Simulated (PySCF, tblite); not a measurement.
# C₅H₉FN₂Si: geometry, infrared bands and NMR shifts

Aim: predict the infrared bands and NMR shifts of C₅H₉FN₂Si (`N#CC[C@@H]1C[Si@@H](CF)N1`).

The runs use tblite 0.8.0 and PySCF 2.14.0, with density-fitted response routines of our own; the level of theory stands in each step. All values are computed, except where a source is named. Atoms are numbered from 0 throughout.

## (1) The molecule as given

18 atoms, charge 0, multiplicity 1; geometry from: force field or distance geometry start.

Bonds of the start (Å): N0–C1 1.15, C1–C2 1.49, C2–C3 1.50, C3–C4 1.52, C4–Si5 1.86, Si5–C6 1.86, C6–F7 1.37, Si5–N8 1.76, N8–C3 1.45, C2–H9 1.11, C2–H10 1.11, C3–H11 1.11, C4–H12 1.10, C4–H13 1.10, Si5–H14 1.44, C6–H15 1.12, C6–H16 1.09, N8–H17 1.02.

## (2) Optimising the geometry with GFN2-xTB

What the job is given:

```
{"job": {"kind": "relax", "xc": "GFN2-xTB", "basis": "xTB"}, "charge": 0, "multiplicity": 1}
N     -3.010300     2.409600    -0.286500
C     -2.637100     1.408400     0.141100
C     -2.140900     0.112400     0.686600
C     -0.652500     0.135000     0.465800
C     -0.225700     0.259800    -0.987000
Si     1.167400    -0.940900    -0.710300
C      2.748100    -0.172900    -0.086400
F      3.166900    -0.886900     1.009100
N      0.042600    -1.128900     0.632400
H     -2.649300    -0.659300     0.066600
H     -2.411500     0.044100     1.761800
H     -0.184900     0.960100     1.034700
H      0.085300     1.269200    -1.282100
H     -0.967300    -0.143400    -1.688100
H      1.285000    -2.009100    -1.665100
H      2.509800     0.873600     0.228700
H      3.492200    -0.117800    -0.886300
H      0.373300    -1.406900     1.553500
```

Started as:

```
> OMP_NUM_THREADS=1 python probes_run.py task.json out
```

This one command runs all jobs of the session in turn.

Standard output:

```text
step      E/eV     max force
  0    -749.14097    2.160
  1    -749.32961    1.400
  2    -749.34998    4.086
  3    -749.44501    0.885
  4    -749.48297    0.757
  5    -749.51168    0.306
  6    -749.52209    0.311
  7    -749.53667    0.362
  8    -749.54966    0.409
  9    -749.55959    0.284
 10    -749.56716    0.250
 11    -749.57537    0.312
 12    -749.58483    0.318
 13    -749.59321    0.260
 14    -749.59914    0.174
 15    -749.60438    0.206
 16    -749.61040    0.249
 17    -749.61675    0.225
 18    -749.62227    0.183
 19    -749.62645    0.167
 20    -749.62982    0.150
 21    -749.63302    0.155
 22    -749.63631    0.135
 23    -749.63972    0.166
 24    -749.64323    0.184
 25    -749.64693    0.181
 26    -749.65105    0.145
 27    -749.65590    0.158
 28    -749.66143    0.170
 29    -749.66703    0.229
 30    -749.67192    0.207
 31    -749.67604    0.160
 32    -749.67972    0.173
 33    -749.68281    0.138
 34    -749.68507    0.128
 35    -749.68687    0.112
 36    -749.68872    0.150
 37    -749.69112    0.267
 38    -749.69438    0.185
 39    -749.69863    0.222
 40    -749.70266    0.173
 41    -749.70710    0.156
 42    -749.71290    0.308
 43    -749.71961    0.240
 44    -749.72493    0.176
 45    -749.72899    0.152
 46    -749.73253    0.151
 47    -749.73687    0.312
 48    -749.74191    0.222
 49    -749.74694    0.166
 50    -749.74937    0.093
 51    -749.75056    0.085
 52    -749.75174    0.099
 53    -749.75304    0.082
 54    -749.75411    0.077
 55    -749.75503    0.069
 56    -749.75595    0.060
 57    -749.75689    0.083
 58    -749.75795    0.108
 59    -749.75915    0.127
 60    -749.76024    0.106
 61    -749.76113    0.080
 62    -749.76234    0.090
 63    -749.76359    0.079
 64    -749.76521    0.100
 65    -749.76701    0.105
 66    -749.76886    0.100
 67    -749.77070    0.098
 68    -749.77293    0.128
 69    -749.77509    0.236
 70    -749.77848    0.294
 71    -749.78193    0.105
 72    -749.78438    0.236
 73    -749.78608    0.112
 74    -749.78836    0.110
 75    -749.79041    0.138
 76    -749.79207    0.169
 77    -749.79388    0.140
 78    -749.79560    0.097
 79    -749.79734    0.090
 80    -749.79871    0.089
 81    -749.79950    0.050
 82    -749.79973    0.177
 83    -749.80002    0.032
 84    -749.80016    0.033
 85    -749.80042    0.036
 86    -749.80058    0.053
 87    -749.80080    0.045
 88    -749.80100    0.056
 89    -749.80121    0.028
 90    -749.80138    0.027
 91    -749.80152    0.049
 92    -749.80168    0.046
 93    -749.80184    0.040
 94    -749.80199    0.025
 95    -749.80212    0.024
 96    -749.80226    0.034
 97    -749.80245    0.047
 98    -749.80271    0.046
 99    -749.80298    0.036
100    -749.80319    0.032
101    -749.80333    0.025
102    -749.80347    0.026
103    -749.80366    0.032
104    -749.80395    0.038
105    -749.80438    0.048
106    -749.80486    0.055
107    -749.80523    0.049
108    -749.80544    0.038
109    -749.80557    0.037
110    -749.80568    0.025
111    -749.80576    0.035
112    -749.80583    0.026
113    -749.80589    0.023
114    -749.80595    0.020
115    -749.80602    0.019
116    -749.80611    0.044
117    -749.80622    0.041
118    -749.80637    0.054
119    -749.80653    0.031
120    -749.80668    0.029
121    -749.80679    0.027
122    -749.80687    0.016
123    -749.80692    0.015
124    -749.80696    0.028
125    -749.80701    0.020
126    -749.80706    0.019
127    -749.80711    0.015
128    -749.80713    0.021
129    -749.80714    0.022
130    -749.80715    0.019
131    -749.80716    0.011
132    -749.80718    0.006
```

Wall time 3.7 s (1 thread of Intel Xeon at 2.50GHz, shared host); peak memory 0.18 GiB.

Step by step: (not every step is listed)

```csv
step,energy from step 0 (eV),largest force (eV/Å)
0,0.0000,2.1597
1,-0.1886,1.3998
2,-0.2090,4.0856
3,-0.3040,0.8850
4,-0.3420,0.7567
5,-0.3707,0.3060
6,-0.3811,0.3109
7,-0.3957,0.3618
8,-0.4087,0.4086
19,-0.4855,0.1671
30,-0.5309,0.2068
41,-0.5661,0.1561
52,-0.6108,0.0992
63,-0.6226,0.0795
74,-0.6474,0.1096
85,-0.6594,0.0357
96,-0.6613,0.0336
107,-0.6643,0.0490
118,-0.6654,0.0537
127,-0.6661,0.0154
128,-0.6662,0.0214
129,-0.6662,0.0220
130,-0.6662,0.0194
131,-0.6662,0.0110
132,-0.6662,0.0062
```

Close pairs (by a distance rule), those that changed most:

```csv
bond,before (Å),after (Å),change (Å)
C1–C2,1.491,1.438,-0.053
C4–Si5,1.860,1.910,+0.050
Si5–C6,1.865,1.911,+0.046
Si5–N8,1.762,1.721,-0.041
Si5–H14,1.438,1.469,+0.031
C2–C3,1.505,1.536,+0.031
C6–H15,1.119,1.092,-0.027
C2–H9,1.113,1.093,-0.019
```

The final coordinates are the input of the step that follows.

## (3) Infrared spectrum with GFN2-xTB

What the job is given:

```
{"job": {"kind": "ir", "xc": "GFN2-xTB", "basis": "xTB"}, "charge": 0, "multiplicity": 1}
N     -3.754113     1.612841    -0.613947
C     -3.042261     0.869657    -0.116150
C     -2.126393    -0.048946     0.505101
C     -0.715100     0.551726     0.580742
C     -0.072588     0.739592    -0.801027
Si     1.061575    -0.741242    -0.391847
C      2.958410    -0.516674    -0.337649
F      3.547326    -1.719987     0.000327
N      0.262352    -0.395210     1.092000
H     -2.089802    -0.971041    -0.081445
H     -2.491564    -0.284200     1.509199
H     -0.744713     1.463793     1.188023
H      0.409593     1.705923    -0.904444
H     -0.771437     0.621179    -1.621573
H      0.769634    -1.996145    -1.096682
H      3.291142     0.209012     0.407467
H      3.375039    -0.240721    -1.308167
H      0.124141    -0.853240     1.978415
```

Standard output:

```text
mode    cm-1     km/mol
  1      33.9      9.31
  2      51.6      3.95
  3      59.4      2.37
  4     114.4      5.15
  5     143.1      2.71
  6     177.2     11.87
  7     259.1     10.03
  8     340.7      3.12
  9     386.7      1.58
 10     400.4      5.74
 11     447.0     89.12
 12     517.0     19.72
 13     539.6     60.84
 14     588.3     35.81
 15     675.0     90.68
 16     706.7     11.91
 17     741.5     41.18
 18     760.6    134.77
 19     778.8     86.74
 20     867.3     11.63
 21     926.0    114.47
 22     942.9     33.82
 23    1004.9     13.99
 24    1028.0     47.21
 25    1041.5     14.69
 26    1070.4      3.77
 27    1097.5      4.83
 28    1158.9      2.55
 29    1169.4     13.56
 30    1202.7     18.24
 31    1223.3     29.56
 32    1245.4     75.64
 33    1278.2      2.49
 34    1300.0     22.95
 35    1320.0     62.84
 36    1426.0      6.57
 37    1436.9      2.80
 38    1474.3      2.48
 39    2217.7    317.54
 40    2411.8    231.63
 41    2902.9     57.23
 42    2952.7     19.14
 43    2963.0     27.57
 44    2966.9     17.88
 45    2969.9     28.96
 46    3038.3     35.98
 47    3048.1     17.47
 48    3456.8      4.23
```

It took 2.5 s on 1 thread of Intel Xeon at 2.50GHz, shared host; peak memory 0.18 GiB.

The strongest bands and the atoms that carry them (share of the mass-weighted mode):

```csv
cm⁻¹,km/mol,atoms
447,89.1,"H17 57 %, N8 22 %"
675,90.7,"H14 45 %, H16 15 %, C6 12 %"
761,134.8,"H14 25 %, C4 13 %, H12 12 %"
779,86.7,"C4 22 %, Si5 22 %, H13 16 %, H15 13 %"
926,114.5,"N8 31 %, Si5 22 %, H17 22 %"
1245,75.6,"C2 20 %, H11 19 %, H10 19 %, H9 12 %"
2218,317.5,H14 97 %
2412,231.6,"C1 60 %, N0 39 %"
```

## (4) Shielding tensors: PBE0/pcSseg-1

Settings changed since step 3:

```diff
@@ -1,2 +1,2 @@
-{"job": {"kind": "ir", "xc": "GFN2-xTB", "basis": "xTB"}, "charge": 0, "multiplicity": 1}
+{"job": {"kind": "nmr", "xc": "PBE0", "basis": "pcSseg-1"}, "charge": 0, "multiplicity": 1}
 N     -3.754113     1.612841    -0.613947
```

With the program's defaults for keys left out, this is: GIAO PBE0/pcSseg-1 NMR shielding, non-relativistic, gas phase.

Standard output:

```text
coarse grid: 15848 points
cycle   1  E = -693.9719657118  dE =  1.205e+00  |g| = 6.973e-01  |ddm| = 3.903e+00
cycle   2  E = -693.7987733377  dE =  1.732e-01  |g| = 1.166e+00  |ddm| = 1.482e+00
cycle   3  E = -694.0643459512  dE = -2.656e-01  |g| = 2.231e-01  |ddm| = 9.822e-01
cycle   4  E = -694.0739494648  dE = -9.604e-03  |g| = 7.275e-02  |ddm| = 1.819e-01
cycle   5  E = -694.0749664713  dE = -1.017e-03  |g| = 1.936e-02  |ddm| = 6.721e-02
cycle   6  E = -694.0750491958  dE = -8.272e-05  |g| = 4.225e-03  |ddm| = 2.005e-02
cycle   7  E = -694.0750527057  dE = -3.510e-06  |g| = 1.319e-03  |ddm| = 4.372e-03
final grid: 149904 points
cycle   8  E = -694.1320598006  dE = -4.513e-05  |g| = 8.456e-03  |ddm| = 3.125e-02
cycle   9  E = -694.1320512284  dE =  8.572e-06  |g| = 1.064e-02  |ddm| = 1.607e-02
cycle  10  E = -694.1320771133  dE = -2.588e-05  |g| = 1.133e-03  |ddm| = 8.946e-03
cycle  11  E = -694.1320773278  dE = -2.144e-07  |g| = 3.916e-04  |ddm| = 1.142e-03
cycle  12  E = -694.1320773471  dE = -1.933e-08  |g| = 2.278e-04  |ddm| = 3.592e-04
cycle  13  E = -694.1320773578  dE = -1.067e-08  |g| = 4.676e-05  |ddm| = 1.667e-04
cycle  14  E = -694.1320773582  dE = -4.143e-10  |g| = 1.331e-05  |ddm| = 4.976e-05
converged SCF energy = -694.1320773582

GIAO shielding tensors (ppm)
atom      isotropic    diamagn.    paramagn.     s11        s22        s33       span
  0 N      -32.587     339.610    -372.197   -200.382   -200.257    302.877    503.259
  1 C       64.732     259.310    -194.578    -50.340    -47.183    291.719    342.059
  2 C      156.387     249.797     -93.410    138.675    152.423    178.064     39.389
  3 C      129.057     247.418    -118.361    114.029    120.665    152.477     38.448
  4 C      167.061     255.651     -88.590    141.765    160.570    198.848     57.082
  5 Si     349.585     879.928    -530.343    319.235    345.682    383.838     64.603
  6 C      102.789     250.520    -147.731     61.977     83.379    163.010    101.033
  7 F      482.196     469.651      12.545    440.196    484.851    521.541     81.344
  8 N      211.580     324.393    -112.813    172.607    218.575    243.558     70.951
  9 H       29.464      29.752      -0.288     26.323     29.452     32.619      6.296
 10 H       29.239      27.607       1.633     24.395     28.789     34.533     10.138
 11 H       27.576      32.129      -4.553     23.590     26.744     32.394      8.804
 12 H       29.739      32.946      -3.207     26.672     27.448     35.097      8.425
 13 H       30.434      33.211      -2.778     26.252     29.483     35.566      9.314
 14 H       25.787      29.086      -3.298     22.133     24.848     30.381      8.248
 15 H       26.612      30.021      -3.409     22.450     26.964     30.422      7.972
 16 H       26.938      28.859      -1.921     22.840     27.461     30.513      7.673
 17 H       30.977      34.007      -3.029     23.097     28.238     41.597     18.500
```

Wall time 2 min (1 thread of Intel Xeon at 2.50GHz, shared host); peak memory 0.92 GiB.

The references, computed at this level on geometries of the same kind, shield at (ppm): 1H TMS 31.72, 13C TMS 186.9, 29Si TMS 349.2, 19F CFCl3 170.9, 15N NH3 267.7. Their shielding less the atom's gives the shift. The references are single molecules in the gas phase, so shifts against H2O, NH3, PH3, H3PO4 or CFCl3 are not on the usual liquid scales and can be off by tens of ppm.

```csv
atoms,environment,σ (ppm),δ (ppm),δ scaled to CDCl3
C1,nitrile carbon,64.7,122.2,117.3
C6,sp3 CH2 bonded to F and Si,102.8,84.1,80.2
C3,sp3 CH bonded to N,129.1,57.9,54.6
C2,sp3 CH2 α to a nitrile,156.4,30.5,27.9
C4,sp3 CH2 bonded to Si,167.1,19.9,17.5
H14,"hydrogen on a silicon bonded to 2 C, N, in a 4-membered ring",25.79,5.93,–
H15,hydrogen on an sp3 CH2 bonded to F and Si,26.61,5.10,4.92
H16,hydrogen on an sp3 CH2 bonded to F and Si,26.94,4.78,4.61
H11,hydrogen on an sp3 CH bonded to N,27.58,4.14,4.01
H10,hydrogen on an sp3 CH2 α to a nitrile,29.24,2.48,2.44
H9,hydrogen on an sp3 CH2 α to a nitrile,29.46,2.25,2.23
H12,hydrogen on an sp3 CH2 bonded to Si,29.74,1.98,1.97
H13,hydrogen on an sp3 CH2 bonded to Si,30.43,1.28,1.32
H17,"hydrogen on a nitrogen bonded to C, Si, in a 4-membered ring",30.98,0.74,–
N0,nitrile nitrogen,-32.6,300.3,–
N8,"nitrogen bonded to C, Si, H, in a 4-membered ring",211.6,56.1,–
Si5,"silicon bonded to 2 C, N, H, in a 4-membered ring",349.6,-0.4,–
F7,fluorine on an sp3 carbon,482.2,-311.2,–
```

The scaled column applies a straight-line fit of computed shieldings to shifts measured in CDCl3, and one for carbons that bear F (root-mean-square error 0.16 ppm for H, 1.9 ppm for C).

Charges from the same density, by scheme (e):

```csv
atoms,Mulliken,IAO,Hirshfeld,ESP fit
N0,-0.24,-0.25,-0.23,-0.50
C1,0.04,0.14,0.09,0.49
C2,-0.13,-0.31,-0.05,-0.64
C3,-0.07,0.03,0.03,0.61
C4,-0.48,-0.56,-0.17,-0.87
Si5,0.87,1.02,0.41,0.86
C6,-0.14,-0.26,-0.07,-0.11
F7,-0.35,-0.33,-0.13,-0.23
N8,-0.61,-0.69,-0.25,-0.93
```

Mayer bond orders: N0–C1 3.06, C1–C2 1.02, C2–C3 0.97, C3–C4 0.96, C4–Si5 0.89, Si5–C6 0.90, C6–F7 0.84, Si5–N8 1.01, N8–C3 0.96.

Ring of atoms C3, C4, Si5, N8: NICS(0) -4.2, NICS(1) -1.1, NICS(1)zz 2.1 ppm (means of both faces).

Orbitals, density, ELF and potential are computed afterwards from the orbital file.

Frontier orbitals at PBE0/pcSseg-1, with the share of their density that lies nearest to each atom:

```csv
orbital,energy (eV),lies on
HOMO,-7.25,"N8 56 %; H14, H17 about 7 % each"
LUMO,-0.06,Si5 27 %; H14 15 %; F7 8 %
```

ELF in a plane through or near 8 of the atoms.

Ten even steps from '0' (0.00) to '9' (1.00):
```
0000000000000000000000000000
0000000000000000000000000000
0000000000000000000000000000
0000000000000000000000000000
0000000000001430003410000000
0000011100003651059981000000
0000256400024761079992000000
0002688600278872158940000000
0003786635228853624532210000
0002677579141323751876521000
0000015169213766436796753100
0000069977559826303538676300
0000399962278527502683398400
0000299940023578800368998400
0000069810001346600157886200
0000000000000000100013431000
0000000000000000000000000000
0000000000000000000000000000
0000000000000000000000000000
0000000000000000000000000000
```
The map spans 13.1 Å across and 9.3 Å up, centred on the molecule. Atoms in the plane (x, y in Å): N0 (4.0, -1.2), C1 (3.1, -0.4), C2 (2.1, 0.6), C4 (0.2, -1.1), C6 (-3.0, -0.2), F7 (-3.8, 0.8), H10 (2.5, 1.6), H16 (-3.4, -1.1).

log10 of the density (e/Å³) in the same plane.

Ten even steps from ' ' (-4.0) to '@' (2.4):
```
                                                        
                                                        
                          ....                          
                      ..::::::............              
          ....      ..::--------::::----::..            
      ..::------::::::--==++====--========::..          
    ..--==++++==------==++++++====++++++==--::..        
    ::==++####**======++******++++******++----::..      
    ::==++####**++++++++******++++**%%**++====--::..    
    ::--++**********++##**++++++**********++==----::    
    ..::==++**##****++**********++++****%%****====--..  
    ..::--++******++++++********++==++**####**++==--..  
    ..::--++****++====++++**##**++====++**##@@**==--..  
      ..::====++==----==++++****++==--==++****++==--..  
      ..::--------::::--====++++==------==++++==--::..  
          ............::----------::::::--------::..    
                      ..::::::::::........::::::..      
                          ........                      
                                                        
                                                        
```
The map spans 13.1 Å across and 9.3 Å up, centred on the molecule. Atoms in the plane (x, y in Å): N0 (4.0, -1.2), C1 (3.1, -0.4), C2 (2.1, 0.6), C4 (0.2, -1.1), C6 (-3.0, -0.2), F7 (-3.8, 0.8), H10 (2.5, 1.6), H16 (-3.4, -1.1).

On the surface of density 0.002 e/bohr³ the electrostatic potential runs, from the 1st to the 99th percentile, from -1.76 V near N0 to 1.67 V near H17.

## (5) Summary of results

| quantity | value |
| --- | --- |
| strongest single infrared mode (GFN2-xTB) | 2218 cm⁻¹, 318 km/mol |
| zero-point energy (GFN2-xTB) | 84.1 kcal/mol |
| 13C shifts against TMS (PBE0/pcSseg-1) | 122.2, 84.1, 57.9, 30.5, 19.9 ppm |
| 1H shifts against TMS (PBE0/pcSseg-1) | 5.93, 5.10, 4.78, 4.14, 2.48, 2.25, 1.98, 1.28, 0.74 ppm |
| 15N shifts against NH3 (PBE0/pcSseg-1) | 300.3, 56.1 ppm |
| 29Si shifts against TMS (PBE0/pcSseg-1) | -0.4 ppm |
| 19F shifts against CFCl3 (PBE0/pcSseg-1) | -311.2 ppm |
| surface potential, 1st and 99th percentile | -1.76 V and 1.67 V |

What this shows: The optimisation took 132 steps and gained 0.666 eV; among the close pairs (by a distance rule), C1–C2 changed most, from 1.491 to 1.438 Å. No mode is imaginary among the 48: a minimum at this level. The strongest single mode, at 2218 cm⁻¹, moves mainly H14. Unscaled tight-binding wavenumbers are off by several per cent, some by more. Its intensities can rank the bands wrongly. C1 (nitrile carbon) lies farthest downfield among carbon, at 122.2 ppm; typical of a nitrile. At PBE0/pcSseg-1: Shielding is most anisotropic at N0 (span 503 ppm, paramagnetic term -372 ppm).
